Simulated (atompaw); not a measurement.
# Nitrogen: generating and testing a PAW (atompaw) potential

Task: generate the file, and judge it by its logarithmic derivatives, its ghosts and its cutoff.

Program: atompaw 4.2.0.5. Reference atom: LDA (PW92), scalar-relativistic, spherical and spin-unpolarised. All values are calculated.

## (1) The design

Typed settings, in words:

```json
{
  "element": "nitrogen (N, Z = 7)",
  "type": "PAW",
  "frozen core": "[He]",
  "valence charge": "5",
  "reference configuration": "2s2 2p2 (charge +1)",
  "partial waves": "2s (bound): rc 1.85 bohr; 2s channel at -1.4 Ry: rc 1.85 bohr; 2p (bound): rc 1.85 bohr; 2p channel at -0.4 Ry: rc 1.85 bohr; 3d channel at 0.25 Ry: rc 1.85 bohr; 3d channel at 1.05 Ry: rc 1.85 bohr",
  "local potential": "troulliermartins scheme with l = 3 at 1 Ry, radius 1.40 bohr",
  "core correction": "smooth core density matched at 1.20 bohr",
  "augmentation charge": "sinc compensation charge, radius 1.35 bohr; PAW radius 1.85 bohr; waves and projectors: custom rrkj vanderbiltortho"
}
```

## (2) Generating the potential

Contents of N.input:

```
N 7
LDA-PW scalarrelativistic loggrid 1500 logderivrange -4 5 226
2 2 0 0 0 0
2 1 2
0 0 0
c
v
v
2
1.85 1.35 1.40 1.20
y
-1.4
n
y
-0.4
n
y
0.25
y
1.05
n
custom rrkj vanderbiltortho sinc
3 1 troulliermartins
1.85
1.85
1.85
1.85
1.85
1.85
PWSCFOUT
UPFDX 0.0125d0 UPFXMIN -7.d0 UPFZMESH 7.d0
END
```

The run is started by

```bash
$ atompaw < N.input > N.log
```

What does the calculation give? Wanted: cutoffs for 10 and 1 mRy, occupied levels; bound ghosts; largest phase difference near zero energy, channels read; lowest eigenvalue of the overlap; share of valence orbitals outside the PAW sphere; UPF file.

**Answer**, as computed:

```
                                                quantity             value
               cutoffs for 10 and 1 mRy, occupied levels   18 Ry and 25 Ry
                                            bound ghosts        none found
largest phase difference near zero energy, channels read         0.001 rad
         lowest eigenvalue of the overlap (Bessel basis)         0.323 (s)
        share of valence orbitals outside the PAW sphere  2s 13 %, 2p 17 %
                                                UPF file           written
```

In words: The potential is soft on the atom at that tolerance: the looser tolerance needs 18 Ry. The slowest occupied level is 2p: taken alone it needs 25 Ry to come within 1 mRy, against 15 Ry for 2s. The Bessel-basis test finds no level below the valence levels. Near zero energy the phases of the channels with partial waves agree within 0.001 rad. All of this concerns the isolated atom, not yet a solid.
